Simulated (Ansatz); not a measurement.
# Cr (Chromium): the cost of one run

Computed with Ansatz 0.2.0 (DFT LDA, scalar-relativistic, plane waves, PAW, unless a step's input says otherwise).

## Step 1: The starting structure

Symmetry: Im-3m, No. 229, cubic system. The conventional cell has a = 2.788 Å, b = 2.788 Å, c = 2.788 Å, α = 90.00°, β = 90.00°, γ = 90.00°. Cr (site symmetry m-3m) has 8 Cr at 2.41 Å as nearest neighbours.

Coordinates:

```
Cr
1.0
    -1.39423    1.39423    1.39423
     1.39423   -1.39423    1.39423
     1.39423    1.39423   -1.39423
Cr
1
Direct
  0.00000 0.00000 0.00000
```

This cell comes from an earlier session at LDA: 10.841 Å³/atom at 0.00 GPa, on a 22×22×22 mesh.

## Step 2: Field gradients and densities at the nuclei

Input file input.yaml:

```yaml
crystal:
  lattice:
    - [-1.3942323889, 1.3942323889, 1.3942323889]
    - [1.3942323889, -1.3942323889, 1.3942323889]
    - [1.3942323889, 1.3942323889, -1.3942323889]
  atoms:
    - { symbol: Cr, position: [0.0, 0.0, 0.0] }
basis:
  ecutwfc: 420
  ecutrho_ratio: 4
kpoints:
  mp_grid: { grid: [22, 22, 22] }
hamiltonian:
  xc: lda
scf:
  occupations: { method: gaussian, width: 0.05 }
output:
  forces: true
  stress: true
  eigenvalues: true
  efg: { contact_densities: true, quadrupole_moments_barn: { Cr: -0.15 } }
```

Launch:

```bash
$ ansatz run input.yaml --threads 1 --pin off --max-ram 2560MiB --backend cpu --events-out ev --progress --plain --runs-dir out
```

What time and memory should one allow on 1 thread of Arm Neoverse V2, shared host?

About 2.7 s, with a peak of 0.34 GiB.
